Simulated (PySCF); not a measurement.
# From one method to the next for GeC⁺ (quartet)

Starting from one script, swap the method and compare what comes out for GeC⁺ (quartet).

Program: PySCF 2.14.0. Level of theory: method and basis as typed in the scripts. These are calculated values, not measurements.

2 further runs of the same task are left out: 2 that didn't finish.

### Step 1. Starting geometry

GeC⁺ (quartet): 2 atoms, charge 1, spin multiplicity 4.

Bond lengths: Ge1–C2 1.970 Å.

### Step 2. The base run

Contents of input.py:

```python
from pyscf import gto, scf, ci

mol = gto.M(
    atom='Ge 0 0 0; C 0 0 1.97',
    basis='cc-pvdz',
    charge=1,
    spin=3,
    symmetry=True,
    verbose=4,
)
mf = scf.UHF(mol)
mf.kernel()
ci.CISD(mf, frozen=10).kernel()
mf.dip_moment()
print('orbital energies (hartree):', [e[max(0, n-3):n+3].round(4) for e, n in zip(mf.mo_energy, mol.nelec)])
```

Started as:

```sh
> OMP_NUM_THREADS=1 python input.py
```

### Step 3. Lda,vwn (UKS)

Edit 1 changes functional: none (Hartree–Fock) → lda,vwn; SCF type: UHF → UKS; step after the SCF: cisd → analyze.

Contents of input.py:

```python
from pyscf import gto, dft

mol = gto.M(
    atom='Ge 0 0 0; C 0 0 1.97',
    basis='cc-pvdz',
    charge=1,
    spin=3,
    symmetry=True,
    verbose=4,
)
mf = dft.UKS(mol, xc='lda,vwn')
mf.kernel()
mf.analyze()
print('orbital energies (hartree):', [e[max(0, n-3):n+3].round(4) for e, n in zip(mf.mo_energy, mol.nelec)])
```

### Step 4. TDHF

Edit 2 changes step after the SCF: cisd → tddft; number of roots: none → 3.

input.py, as its differences from that of step 2:

```diff
@@ -1,2 +1,2 @@
-from pyscf import gto, scf, ci
+from pyscf import gto, scf, tdscf
 
@@ -12,3 +12,6 @@
 mf.kernel()
-ci.CISD(mf, frozen=10).kernel()
+td = tdscf.TDHF(mf)
+td.nstates = 3
+td.kernel()
+td.analyze()
 mf.dip_moment()
```

### Step 5. Bp86 (UKS)

Edit 3 changes functional: none (Hartree–Fock) → bp86; SCF type: UHF → UKS; step after the SCF: cisd → analyze.

Contents of input.py:

```python
from pyscf import gto, dft

mol = gto.M(
    atom='Ge 0 0 0; C 0 0 1.97',
    basis='cc-pvdz',
    charge=1,
    spin=3,
    symmetry=True,
    verbose=4,
)
mf = dft.UKS(mol, xc='bp86')
mf.kernel()
mf.analyze()
print('orbital energies (hartree):', [e[max(0, n-3):n+3].round(4) for e, n in zip(mf.mo_energy, mol.nelec)])
```

### Step 6. CCSD

Edit 4 changes step after the SCF: cisd → ccsd.

input.py, as its differences from that of step 2:

```diff
@@ -1,2 +1,2 @@
-from pyscf import gto, scf, ci
+from pyscf import gto, scf, cc
 
@@ -12,3 +12,4 @@
 mf.kernel()
-ci.CISD(mf, frozen=10).kernel()
+mycc = cc.CCSD(mf, frozen=10)
+mycc.kernel()
 mf.dip_moment()
```

### Step 7. B3lyp (UKS)

Edit 5 changes functional: none (Hartree–Fock) → b3lyp; SCF type: UHF → UKS; step after the SCF: cisd → analyze.

Contents of input.py:

```python
from pyscf import gto, dft

mol = gto.M(
    atom='Ge 0 0 0; C 0 0 1.97',
    basis='cc-pvdz',
    charge=1,
    spin=3,
    symmetry=True,
    verbose=4,
)
mf = dft.UKS(mol, xc='b3lyp')
mf.kernel()
mf.analyze()
print('orbital energies (hartree):', [e[max(0, n-3):n+3].round(4) for e, n in zip(mf.mo_energy, mol.nelec)])
```

Q: Predict the outcome of this session. Wanted: for each run, E(SCF); from base; gap, α spin; after the SCF.

**Answer**, as computed:

| run | E(SCF) (hartree) | from base (eV) | cycles | gap, α spin (eV) | after the SCF |
| --- | --- | --- | --- | --- | --- |
| base | -2112.776991 | 0 | 14 | 11.60 | CISD correlation -4.061 eV, core frozen |
| lda,vwn (UKS) | -2111.044944 | not comparable | 10 | 3.41 | n/a |
| TDHF | -2112.776991 | 0.0000 | 14 | 11.60 | lowest root found 2.58 eV |
| bp86 (UKS) | -2114.827450 | not comparable | 10 | 3.41 | n/a |
| CCSD | -2112.776991 | 0.0000 | 14 | 11.60 | CCSD correlation -4.330 eV, core frozen |
| b3lyp (UKS) | -2114.611895 | not comparable | 10 | 4.87 | n/a |

In words: The α-spin gap between the frontier levels is 3.4 eV with bp86 (0 % exact exchange) and 4.9 eV with b3lyp (20 %): exact exchange opens it. On the same reference and core, CCSD gains 4.33 eV in 2.4 s; CISD reaches 94 % of that in 1.9 s. Total energies of different functionals can't be compared with each other; differences within one functional can.
